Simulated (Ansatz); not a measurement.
The system is BiTe.

```xyz
2
Lattice="2.4227 1.3988 3.3173 -2.4227 1.3988 3.3173 0.0000 -2.7975 3.3173" Properties=species:S:1:pos:R:3 pbc="T T T"
Bi    0.0000    0.0000    4.9759
Te    0.0000    0.0000    0.0000
```

The cell comes from a database or a generator and needn't be the stable form of this composition.

| Item | Value |
| --- | --- |
| Program | Ansatz 0.2.0 |
| Task | relaxation of cell and atoms |
| Functional | HF |
| Potentials or basis | Ansatz PAW |
| Cutoff | 420 eV (not typed: the program's choice for these potentials) |
| k mesh | 4 × 4 × 4 |
| Occupations | fermi-dirac, width 0.05 eV |
| Spin | no spin polarisation |

At the start: volume 33.72 Å³/atom.

Question: How do energy, volume and symmetry change on relaxing?

Answer: It ends after 5 steps and the volume is 35.03 Å³/atom (+3.9 %); space group R-3m (No. 166, to 0.05 Å).

Step by step:
```csv
step,energy change (eV),largest force (eV/Å),volume (Å³)
1,0.0000,0.0000,67.45
2,-0.0097,0.0000,71.47
3,-0.0153,0.0000,70.15
4,-0.0153,0.0000,70.06
5,-0.0165,0.0000,70.06
```

Final structure:
```
Bi Te
1.0
     2.43461    1.40562    3.41218
    -2.43461    1.40562    3.41218
     0.00000   -2.81125    3.41218
Bi Te
1 1
Direct
  0.50000 0.50000 0.50000
  0.00000 0.00000 0.00000
```

Caveat: the k mesh is coarse (spacing up to 0.41 Å⁻¹), so the values aren't converged, least of all with exact exchange; the plane-wave basis is chosen anew once the cell has moved, so the energies of steps on either side of that aren't comparable; the PAW data sets come from PBE, with cores solved anew for the run's functional, which leaves a small shift of forces and pressure.
